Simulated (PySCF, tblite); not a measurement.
**CH₂Cl₃SSi radical: geometry, infrared bands and EPR parameters**

What infrared bands and EPR parameters should CH₂Cl₃SSi radical (`[S][SiH2]C(Cl)(Cl)Cl`) show?

Computed with tblite 0.8.0 and PySCF 2.14.0, with density-fitted response routines of our own, on a single molecule in the gas phase. Atoms are numbered from 0 throughout.

## (1) Starting geometry

8 atoms, charge 0, multiplicity 2; geometry from: force field or distance geometry start.

Bonds of the start (Å): S0–Si1 2.12, Si1–C2 1.85, C2–Cl3 1.78, C2–Cl4 1.79, C2–Cl5 1.77, Si1–H6 1.45, Si1–H7 1.50.

## (2) Geometry optimisation with GFN2-xTB

Job settings and geometry (Å):

```
{"job": {"kind": "relax", "xc": "GFN2-xTB", "basis": "xTB"}, "charge": 0, "multiplicity": 2}
S      1.622600     1.864700    -0.152000
Si     0.954800    -0.139600    -0.012300
C     -0.896700    -0.095100    -0.041600
Cl    -1.399700     0.652900     1.491400
Cl    -1.457800     1.013400    -1.327000
Cl    -1.639400    -1.685200    -0.248200
H      1.530500    -0.938400    -1.081800
H      1.294800    -0.663300     1.346900
```

The run is started by

```bash
> OMP_NUM_THREADS=1 python probes_run.py task.json out
```

The driver reads the jobs from task.json and runs them one after another.

Log:

```text
step      E/eV     max force
  0    -592.11518    2.332
  1    -592.20492    1.116
  2    -592.23939    0.357
  3    -592.25023    0.273
  4    -592.26007    0.248
  5    -592.26729    0.260
  6    -592.27243    0.232
  7    -592.27564    0.145
  8    -592.27777    0.151
  9    -592.28036    0.172
 10    -592.28500    0.233
 11    -592.29113    0.261
 12    -592.29605    0.180
 13    -592.29834    0.123
 14    -592.29969    0.127
 15    -592.30059    0.100
 16    -592.30124    0.071
 17    -592.30193    0.081
 18    -592.30264    0.092
 19    -592.30332    0.079
 20    -592.30379    0.058
 21    -592.30404    0.056
 22    -592.30421    0.045
 23    -592.30445    0.061
 24    -592.30476    0.062
 25    -592.30506    0.046
 26    -592.30528    0.046
 27    -592.30549    0.047
 28    -592.30580    0.067
 29    -592.30631    0.078
 30    -592.30708    0.107
 31    -592.30789    0.103
 32    -592.30842    0.061
 33    -592.30872    0.056
 34    -592.30903    0.067
 35    -592.30952    0.096
 36    -592.31025    0.121
 37    -592.31112    0.110
 38    -592.31176    0.058
 39    -592.31202    0.032
 40    -592.31210    0.025
 41    -592.31216    0.026
 42    -592.31225    0.033
 43    -592.31236    0.036
 44    -592.31246    0.023
 45    -592.31250    0.013
 46    -592.31252    0.009
```

It took 0.43 s on 1 thread of Arm Neoverse V1, shared host; peak memory 0.18 GiB.

Relaxation path: (not every step is listed)

```tsv
step	energy from step 0 (eV)	largest force (eV/Å)
0	0.0000	2.3316
1	-0.0897	1.1155
2	-0.1242	0.3569
3	-0.1350	0.2733
4	-0.1449	0.2478
5	-0.1521	0.2597
6	-0.1572	0.2316
7	-0.1605	0.1453
8	-0.1626	0.1506
11	-0.1759	0.2614
14	-0.1845	0.1271
17	-0.1867	0.0805
20	-0.1886	0.0580
23	-0.1893	0.0605
26	-0.1901	0.0461
29	-0.1911	0.0776
32	-0.1932	0.0614
35	-0.1943	0.0961
38	-0.1966	0.0581
41	-0.1970	0.0255
42	-0.1971	0.0331
43	-0.1972	0.0362
44	-0.1973	0.0230
45	-0.1973	0.0127
46	-0.1973	0.0085
```

Distances of close pairs at the start and the end, largest changes first:

```tsv
bond	before (Å)	after (Å)	change (Å)
Si1–C2	1.852	1.974	+0.122
Si1–H7	1.496	1.454	-0.042
S0–Si1	2.117	2.077	-0.040
C2–Cl4	1.788	1.766	-0.022
C2–Cl3	1.778	1.766	-0.013
C2–Cl5	1.767	1.769	+0.002
Si1–H6	1.454	1.454	+0.000
```

The next job starts from the end point, and lists it.

## (3) Infrared spectrum with GFN2-xTB

Job settings and geometry (Å):

```
{"job": {"kind": "ir", "xc": "GFN2-xTB", "basis": "xTB"}, "charge": 0, "multiplicity": 2}
S      1.770925     1.851427     0.050188
Si     1.043770    -0.094124     0.009917
C     -0.928921    -0.020955    -0.018468
Cl    -1.548839     0.776707     1.429628
Cl    -1.510358     0.818467    -1.459080
Cl    -1.508851    -1.691784    -0.048320
H      1.367947    -0.799071    -1.219586
H      1.323384    -0.831254     1.231156
```

Log:

```text
mode    cm-1     km/mol
  1      49.9      3.94
  2      87.2      3.00
  3     126.8      0.16
  4     145.4      1.21
  5     242.3      8.34
  6     243.9      5.12
  7     264.7     20.10
  8     408.4      2.29
  9     444.5     43.38
 10     556.9      0.20
 11     559.6     48.15
 12     617.5     10.22
 13     657.7      2.80
 14     681.5      3.59
 15     735.1    173.74
 16     764.6     87.58
 17    2329.5    207.41
 18    2345.3     62.08
```

It took 0.39 s on 1 thread of Arm Neoverse V1, shared host; peak memory 0.18 GiB.

The strongest bands and the atoms that carry them (share of the mass-weighted mode):

```tsv
cm⁻¹	km/mol	atoms
265	20.1	Si1 48 %, Cl5 23 %, Cl3 10 %, Cl4 10 %
444	43.4	H7 40 %, H6 40 %, Si1 16 %
560	48.1	Si1 53 %, S0 29 %
618	10.2	C2 29 %, H7 22 %, H6 22 %, S0 13 %
735	173.7	H6 42 %, H7 42 %
765	87.6	C2 56 %, H7 19 %, H6 19 %
2330	207.4	H6 55 %, H7 40 %
2345	62.1	H7 56 %, H6 42 %
```

## (4) EPR parameters: B3LYP/pcH-1

The job, as its differences from that of step 3:

```diff
@@ -1,2 +1,2 @@
-{"job": {"kind": "ir", "xc": "GFN2-xTB", "basis": "xTB"}, "charge": 0, "multiplicity": 2}
+{"job": {"kind": "epr", "basis": "pcH-1"}, "charge": 0, "multiplicity": 2}
 S      1.770925     1.851427     0.050188
```

Method: UKS B3LYP, pcH-1 on C Cl H S Si, non-relativistic, mean-field spin-orbit, GIAO.

Log:

```text
UKS, coarse grid
  cycle   1  E = -2107.43198762  |g| = 5.15e-01
  cycle   2  E = -2106.94088275  |g| = 1.14e+00
  cycle   3  E = -2107.57247105  |g| = 9.70e-02
  cycle   4  E = -2107.57733302  |g| = 6.34e-02
  cycle   5  E = -2107.57952970  |g| = 1.48e-02
  cycle   6  E = -2107.57972014  |g| = 5.33e-03
  cycle   7  E = -2107.57974554  |g| = 2.43e-03
  cycle   8  E = -2107.57975277  |g| = 5.57e-04
UKS, final grid
  cycle   1  E = -2107.57976869  |g| = 5.38e-04
  cycle   2  E = -2107.57976868  |g| = 8.30e-04
  cycle   3  E = -2107.57976904  |g| = 1.71e-04
  cycle   4  E = -2107.57976911  |g| = 1.18e-04
  cycle   5  E = -2107.57976924  |g| = 8.77e-05
  cycle   6  E = -2107.57976930  |g| = 8.74e-05
  cycle   7  E = -2107.57976900  |g| = 7.79e-05
  cycle   8  E = -2107.57976846  |g| = 3.95e-05
  cycle   9  E = -2107.57976836  |g| = 1.98e-05
  cycle  10  E = -2107.57976835  |g| = 9.47e-06
  cycle  11  E = -2107.57976835  |g| = 1.98e-06
E = -2107.57976835 Eh   <S^2> = 0.7529 (exact 0.7500)
g shifts (ppm)      1          2          3
  rmc          -215       -215       -215
  gc             49        -15         55
  oz_so    -3598364     -10426      33964
  total     -395350       2767      33804
hyperfine (MHz)  atom isotope    a_iso     a_fc   dipolar eigenvalues
    0   33S      11.39      11.39    -83.49    -83.40    166.89
    1  29Si      30.44      30.44     -2.27     -0.70      2.97
    2   13C      64.25      64.25     -5.35     -4.75     10.10
    3  35Cl      -0.36      -0.36     -1.44     -0.85      2.28
    4  35Cl      -0.37      -0.37     -1.44     -0.85      2.28
    5  35Cl      -0.31      -0.31     -3.74     -2.60      6.35
    6    1H      14.35      14.35     -2.49     -1.80      4.29
    7    1H      14.55      14.55     -2.49     -1.80      4.29
```

It took 63 s on 1 thread of Arm Neoverse V1, shared host; peak memory 0.79 GiB.

Principal g values 1.60697, 2.00509, 2.03612; g(iso) = 1.88273, against 2.00232 for a free electron. They are not to be trusted: the run shows nearly degenerate orbitals, where second-order g theory doesn't apply.

Hyperfine couplings; where a row names several nuclei, a(iso) is their mean (it holds for fast rotation or exchange) and the dipolar term the largest among them:

```tsv
nuclei	isotope	a(iso) (MHz)	a(iso) (G, at g = 2.0023)	largest dipolar term (MHz)
C2	13C	64.2	22.9	10.1
Si1	29Si	30.4	10.9	3.0
H6, H7	1H	14.4	5.2	4.3
S0	33S	11.4	4.1	166.9
Cl3, Cl4, Cl5	35Cl	-0.3	-0.1	6.3
```

Mulliken spin populations:

```tsv
atom	value (e)
S0	0.94
Si1	-0.02
C2	0.04
Cl3	0.00
Cl4	0.00
Cl5	0.01
H6	0.01
H7	0.01
```

The fields below are evaluated on a grid from the run's orbitals.

ELF in a plane through or near 4 of the atoms.

Values, 10 rows by 14 columns:
```
0.00 0.00 0.00 0.00 0.01 0.00 0.00 0.00 0.00 0.00 0.00 0.00 0.00 0.00
0.00 0.01 0.10 0.33 0.38 0.25 0.04 0.00 0.00 0.00 0.00 0.00 0.00 0.00
0.00 0.14 0.58 0.87 0.85 0.78 0.16 0.01 0.02 0.02 0.01 0.00 0.00 0.00
0.01 0.27 0.75 0.24 0.71 0.62 0.15 0.04 0.07 0.05 0.03 0.01 0.00 0.00
0.00 0.13 0.42 0.67 0.87 0.77 0.42 0.71 0.45 0.49 0.05 0.01 0.00 0.00
0.00 0.01 0.05 0.19 0.15 0.82 0.34 0.95 0.20 0.72 0.27 0.17 0.04 0.00
0.00 0.00 0.01 0.11 0.35 0.29 0.16 0.10 0.55 0.19 0.64 0.87 0.37 0.01
0.00 0.00 0.00 0.02 0.11 0.15 0.05 0.21 0.87 0.50 0.76 0.70 0.19 0.00
0.00 0.00 0.00 0.00 0.00 0.01 0.00 0.12 0.50 0.53 0.25 0.08 0.01 0.00
0.00 0.00 0.00 0.00 0.00 0.00 0.00 0.00 0.01 0.02 0.01 0.00 0.00 0.00
```
The map spans 9.3 Å across and 8.3 Å up, centred on the molecule. Atoms in the plane (x, y in Å): S0 (-2.0, 1.5), Si1 (-1.0, -0.3), C2 (0.9, 0.1), Cl5 (1.8, -1.4).

log10 of the density (e/Å³) in the same plane.

Values, 10 rows by 14 columns:
```
-4.0 -3.8 -3.3 -3.1 -3.0 -3.2 -3.8 -4.0 -4.0 -4.0 -4.0 -4.0 -4.0 -4.0
-4.0 -2.8 -2.2 -1.6 -1.6 -1.8 -2.5 -3.1 -3.0 -2.9 -3.2 -3.8 -4.0 -4.0
-3.2 -2.0 -1.2 -0.4 -0.2 -0.7 -1.6 -2.0 -1.8 -1.7 -2.0 -2.5 -3.6 -4.0
-3.0 -1.8 -0.8  0.2  1.7 -0.1 -1.1 -1.3 -1.0 -1.0 -1.4 -1.9 -3.0 -3.7
-3.2 -2.1 -1.3 -0.4  0.0 -0.1 -0.5 -0.3  0.0 -0.2 -1.2 -1.8 -2.8 -3.8
-3.6 -2.8 -2.1 -1.3 -0.5  1.5  0.5  0.0  0.3  0.0 -0.8 -1.4 -2.3 -3.4
-4.0 -3.5 -2.7 -1.7 -0.8 -0.4 -0.7 -0.9 -0.2  0.8  0.3 -0.5 -1.7 -3.1
-4.0 -4.0 -3.2 -2.4 -1.7 -1.5 -1.6 -1.3 -0.4  0.3  0.0 -0.7 -1.9 -3.2
-4.0 -4.0 -4.0 -3.3 -2.9 -2.7 -2.6 -2.0 -1.5 -1.1 -1.3 -1.8 -2.7 -4.0
-4.0 -4.0 -4.0 -4.0 -4.0 -4.0 -3.9 -3.3 -2.8 -2.6 -2.8 -3.3 -4.0 -4.0
```
The map spans 9.3 Å across and 8.3 Å up, centred on the molecule. Atoms in the plane (x, y in Å): S0 (-2.0, 1.5), Si1 (-1.0, -0.3), C2 (0.9, 0.1), Cl5 (1.8, -1.4).

On the surface of density 0.002 e/bohr³ the electrostatic potential runs, from the 1st to the 99th percentile, from -0.48 V near S0 to 1.78 V near Si1.

The spin density lies nearest to S0 87 %.

## (5) Results

| quantity | value |
| --- | --- |
| strongest single infrared mode (GFN2-xTB) | 2330 cm⁻¹, 207 km/mol |
| zero-point energy (GFN2-xTB) | 16.1 kcal/mol |
| g(iso) (B3LYP) | 1.88273 |
| ⟨S²⟩ | 0.753 (exact 0.75) |
| largest a(iso) (averaged by class) | 13C on C2, 64.2 MHz |
| potential on the surface of density 0.002 e/bohr³, 1st and 99th percentile | -0.48 V and 1.78 V |
| property runs in this session | 1, of which 0 failed and 1 gave unsound results |

The optimisation took 46 steps and gained 0.197 eV; among the close pairs (by a distance rule), Si1–C2 changed most, from 1.852 to 1.974 Å. All 18 modes are real, so the xTB geometry is a minimum. The strongest single mode, at 2330 cm⁻¹, moves mainly H6 and H7. GFN2-xTB is a fitted tight-binding method: band positions and strengths are rough. Its intensities can rank the bands wrongly. S0 carries the largest spin population, 0.94 e. The isotropic g lies 119.6 ppt below the free-electron value. These values are not to be trusted: the run shows nearly degenerate orbitals, where second-order g theory doesn't apply. The conformer search found further structures of the same energy, which may be mirror or relabelled copies of this one.
